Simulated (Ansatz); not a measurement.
# C₉H₂₀: basis-set convergence

One table from this session's results is given with a row withheld; the runs are named, their logs left out.

Method: one geometry, several basis sets; program: Ansatz 0.2.0, Gaussian basis.

Levels to be run: PBE0-D4/def2-SVP; ωB97M-V/def2-SVP; PBE0-D4/def2-QZVPP; ωB97M-V/def2-QZVPP; the functionals' def2-TZVPP values are taken from earlier runs.

## The geometry

All runs share one geometry, relaxed beforehand with PBE0-D4 in a triple-zeta def2 set.

SMILES `CCCCCCCCC`, 29 atoms, charge 0, spin multiplicity 1.

Atoms are counted from 1 here; the program's logs count them from 0.

Bond lengths: C1–C2 1.520 Å, C1–H10 1.094 Å, C1–H11 1.092 Å, C1–H12 1.093 Å, C2–C3 1.525 Å, C2–H13 1.095 Å, C2–H14 1.095 Å, C3–C4 1.524 Å, C3–H15 1.096 Å, C3–H16 1.096 Å, C4–C5 1.521 Å, C4–H17 1.097 Å, C4–H18 1.095 Å, C5–C6 1.525 Å, C5–H19 1.095 Å, C5–H20 1.097 Å, C6–C7 1.524 Å, C6–H21 1.096 Å and more. Angles: C2–C1–H10 111.1°, C2–C1–H11 111.2°, C2–C1–H12 111.9°, H10–C1–H11 107.7°, H10–C1–H12 107.4°, H11–C1–H12 107.3°, C1–C2–C3 113.9°, C1–C2–H13 109.2°, C1–C2–H14 109.5°, C3–C2–H13 108.4°, C3–C2–H14 109.8°, H13–C2–H14 105.7°, C2–C3–C4 115.2°, C2–C3–H15 108.8°, C2–C3–H16 108.7°, C4–C3–H15 108.9°, C4–C3–H16 108.8°, H15–C3–H16 106.1° and more.

The first run:

Contents of in.yaml:

```yaml
crystal:
  periodic: [false, false, false]
  atoms:
    - {symbol: C, position_ang: [-1.169436, -2.531537, -0.744044]}
    - {symbol: C, position_ang: [-2.203326, -1.491239, -1.142627]}
    - {symbol: C, position_ang: [-2.586652, -0.537378, -0.016056]}
    - {symbol: C, position_ang: [-1.436770, 0.279265, 0.561628]}
    - {symbol: C, position_ang: [-0.753430, 1.185858, -0.450378]}
    - {symbol: C, position_ang: [0.284129, 2.121757, 0.159365]}
    - {symbol: C, position_ang: [1.437369, 1.431890, 0.878917]}
    - {symbol: C, position_ang: [2.257722, 0.499477, 0.001701]}
    - {symbol: C, position_ang: [3.439951, -0.107080, 0.737150]}
    - {symbol: H, position_ang: [-1.505282, -3.108491, 0.122838]}
    - {symbol: H, position_ang: [-0.981570, -3.234942, -1.558440]}
    - {symbol: H, position_ang: [-0.212204, -2.074008, -0.481778]}
    - {symbol: H, position_ang: [-3.109562, -1.998999, -1.488894]}
    - {symbol: H, position_ang: [-1.835759, -0.921143, -2.002316]}
    - {symbol: H, position_ang: [-3.360054, 0.148365, -0.381583]}
    - {symbol: H, position_ang: [-3.049820, -1.115904, 0.792075]}
    - {symbol: H, position_ang: [-1.821300, 0.893572, 1.384589]}
    - {symbol: H, position_ang: [-0.701537, -0.394215, 1.014315]}
    - {symbol: H, position_ang: [-0.285229, 0.582372, -1.234869]}
    - {symbol: H, position_ang: [-1.515917, 1.789866, -0.956653]}
    - {symbol: H, position_ang: [-0.217749, 2.795539, 0.863666]}
    - {symbol: H, position_ang: [0.693054, 2.760104, -0.632648]}
    - {symbol: H, position_ang: [2.100416, 2.200115, 1.293745]}
    - {symbol: H, position_ang: [1.058248, 0.872056, 1.741778]}
    - {symbol: H, position_ang: [2.611667, 1.050544, -0.877953]}
    - {symbol: H, position_ang: [1.621380, -0.304390, -0.383446]}
    - {symbol: H, position_ang: [4.016835, -0.774990, 0.093289]}
    - {symbol: H, position_ang: [4.117168, 0.669856, 1.103152]}
    - {symbol: H, position_ang: [3.107667, -0.686321, 1.603496]}
basis:
  gaussian: {orbitals: def2-SVP}
hamiltonian: {xc: pbe0, dispersion: d4}
output: {orbitals: {seedname: orbitals}}
```

Launch:

```console
ansatz run in.yaml --threads 4 --pin off --events-out ev --progress --plain --max-ram 66560MiB --backend cpu
```

Among the steps run: PBE0-D4 in def2-SVP; ωB97M-V in def2-SVP; PBE0-D4 in def2-QZVPP; ωB97M-V in def2-QZVPP.

One table of the session follows, with a row left open; its other results are not shown here.

It belongs to the step «Density functionals: the series». 

| functional | basis | HOMO (eV) | LUMO (eV) |
| --- | --- | --- | --- |
| PBE0-D4 | def2-SVP | -8.49 | 1.55 |
| PBE0-D4 | def2-TZVPP | -8.49 | 1.04 |
| PBE0-D4 | def2-QZVPP | -8.50 | 0.67 |
| ωB97M-V | def2-SVP | -10.78 | 3.18 |
| ωB97M-V | def2-TZVPP | ? | ? |
| ωB97M-V | def2-QZVPP | -10.80 | 1.82 |

Q: Estimate the row for ωB97M-V, def2-TZVPP from the others.

As computed: HOMO (eV): -10.80; LUMO (eV): 2.47.
